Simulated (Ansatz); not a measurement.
Runs of Ansatz 0.2.0 on CsLiCr2Te2S3. The typed cell holds 9 atoms: a = 6.108 Å, b = 6.358 Å, c = 7.995 Å, α = 101.14°, β = 99.87°, γ = 111.27°. The cell was built by a generator and needn't be a form met in nature.

```tsv
potentials or basis	cutoff (eV)	gap on the mesh (eV)	pressure (GPa)	moment (μB)	largest force (eV/Å)
PseudoDojo standard (PBE files)	1279	none	0.2	5.50	0.08
JTH PAW	1230	none	(a)	5.40	0.10
SPMS NC	871	none	0.2	5.49	0.08
Ansatz PAW earlier set	1070	none	0.0	5.40	0.13
Ansatz NC with PseudoDojo standard (PBE files)	1279	none	0.0	(b)	0.13
```

Alike in all rows: task single point; level PBE; spin collinear, ferromagnetic start; cell as given; k mesh 5 × 5 × 4; smearing fermi-dirac 0.05 eV.

Question: Estimate the missing entries.

Answer: (a) 0.1; (b) 5.41.

Caveats: only a ferromagnetic start was run, and an antiferromagnetic order may lie lower in energy.

A k mesh can miss the band edges, and the runs leave out spin-orbit coupling on Cs, Te.

A gap of «none» marks a metal or a gap under the smearing width.

Not every run made on this cell is shown here.
